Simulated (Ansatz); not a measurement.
**C4H11B: one species, many methods**

The task here is to estimate one member of a computed series from the others.

The runs use Ansatz 0.2.0, Gaussian basis; functionals in def2-TZVPP, the program's frozen cores in correlated methods.

Levels to be run: LDA (SPW92), PBE-D4, revPBE-D4, BLYP-D4, r2SCAN-D4, B97M-V, PBE0-D4, B3LYP-D4, r2SCANh-D4, r2SCAN0-D4, HSE06-D4, BHLYP-D4, CAM-B3LYP-D4, LC-ωPBE, ωB97X-V, ωB97M-V, B2PLYP, PBE-QIDH; CCSD(T)/def2-SVP; CCSD(T)/def2-TZVPP; MP2/def2-QZVPP; extrapolation to the limit; RPA on PBE.

## The geometry

All runs share one geometry, relaxed beforehand with PBE0-D4 in a triple-zeta def2 set.

SMILES `BCC(C)C`, 16 atoms, charge 0, spin multiplicity 1.

Atoms are counted from 1 here; the program's logs count them from 0.

Bond lengths: B1–C2 1.548 Å, B1–H6 1.199 Å, B1–H7 1.200 Å, C2–C3 1.526 Å, C2–H8 1.109 Å, C2–H9 1.099 Å, C3–C4 1.521 Å, C3–C5 1.522 Å, C3–H10 1.098 Å, C4–H11 1.093 Å, C4–H12 1.095 Å, C4–H13 1.093 Å, C5–H14 1.095 Å, C5–H15 1.093 Å, C5–H16 1.094 Å. Angles: C2–B1–H6 120.3°, C2–B1–H7 121.4°, H6–B1–H7 118.2°, B1–C2–C3 118.5°, B1–C2–H8 101.5°, B1–C2–H9 111.6°, C3–C2–H8 109.9°, C3–C2–H9 110.8°, H8–C2–H9 102.9°, C2–C3–C4 111.8°, C2–C3–C5 110.4°, C2–C3–H10 107.6°, C4–C3–C5 110.9°, C4–C3–H10 108.2°, C5–C3–H10 107.8°, C3–C4–H11 111.5°, C3–C4–H12 110.6°, C3–C4–H13 111.4° and more.

Set-up of the first run:

The input, in.yaml:

```yaml
crystal:
  periodic: [false, false, false]
  atoms:
    - {symbol: B, position_ang: [-0.366311, 1.900103, 1.160509]}
    - {symbol: C, position_ang: [0.202388, 0.471603, 0.979902]}
    - {symbol: C, position_ang: [0.260715, -0.116740, -0.427075]}
    - {symbol: C, position_ang: [1.082482, -1.396379, -0.469761]}
    - {symbol: C, position_ang: [-1.144903, -0.356793, -0.959088]}
    - {symbol: H, position_ang: [-0.629181, 2.312168, 2.254981]}
    - {symbol: H, position_ang: [-0.491829, 2.645378, 0.227880]}
    - {symbol: H, position_ang: [1.228714, 0.590284, 1.382761]}
    - {symbol: H, position_ang: [-0.256492, -0.238623, 1.681863]}
    - {symbol: H, position_ang: [0.744236, 0.623593, -1.077293]}
    - {symbol: H, position_ang: [1.134341, -1.805208, -1.482412]}
    - {symbol: H, position_ang: [0.637873, -2.161868, 0.174644]}
    - {symbol: H, position_ang: [2.105226, -1.225363, -0.123259]}
    - {symbol: H, position_ang: [-1.675729, -1.081004, -0.332107]}
    - {symbol: H, position_ang: [-1.125312, -0.751442, -1.978079]}
    - {symbol: H, position_ang: [-1.729215, 0.567691, -0.969166]}
basis:
  gaussian: {orbitals: def2-TZVPP}
hamiltonian: {xc: lda}
output: {orbitals: {seedname: orbitals}}
```

Command:

```console
> ansatz run in.yaml --threads 4 --pin off --events-out ev --progress --plain --max-ram 10444MiB
```

Among the steps run: LDA; PBE-D4 (GGA); revPBE-D4 (GGA); BLYP-D4 (GGA); r2SCAN-D4 (meta-GGA); B97M-V (meta-GGA); PBE0-D4 (hybrid); B3LYP-D4 (hybrid); r2SCANh-D4 (hybrid); r2SCAN0-D4 (hybrid); HSE06-D4 (hybrid); BHLYP-D4 (hybrid); CAM-B3LYP-D4 (range-separated); LC-ωPBE (range-separated); ωB97X-V (range-separated); ωB97M-V (range-separated); B2PLYP (double hybrid); PBE-QIDH (double hybrid).

One table of the session follows, with a row left open; its other results are not shown here.

It belongs to the step «Orbital energies across the functionals». 

```
  functional  HOMO (eV)  gap (eV)
 LDA (SPW92)      -7.38      4.84
      PBE-D4      -7.31      5.06
   revPBE-D4      -7.26      5.14
     BLYP-D4          ?         ?
   r2SCAN-D4      -7.58      5.76
      B97M-V      -7.73      5.77
     PBE0-D4      -8.66      7.45
    B3LYP-D4      -8.46      7.02
  r2SCANh-D4      -8.08      6.61
  r2SCAN0-D4      -8.83      7.87
    HSE06-D4      -8.25      6.66
    BHLYP-D4      -9.96      9.80
CAM-B3LYP-D4     -10.09      9.97
     LC-ωPBE     -11.44     12.56
     ωB97X-V     -11.09     12.07
     ωB97M-V     -10.96     11.66
```

Q: Estimate the row for BLYP-D4 from the others.

Worked estimate for «HOMO (eV)». Against the share of exact exchange, B3LYP-D4 (0.2, -8.46), BHLYP-D4 (0.5, -9.96) give a slope of -5.00 per unit share; at 0 the line stands at -7.46.

The run gave: HOMO (eV): -7.22; gap (eV): 5.12. In «HOMO (eV)» the line misses by -0.24.
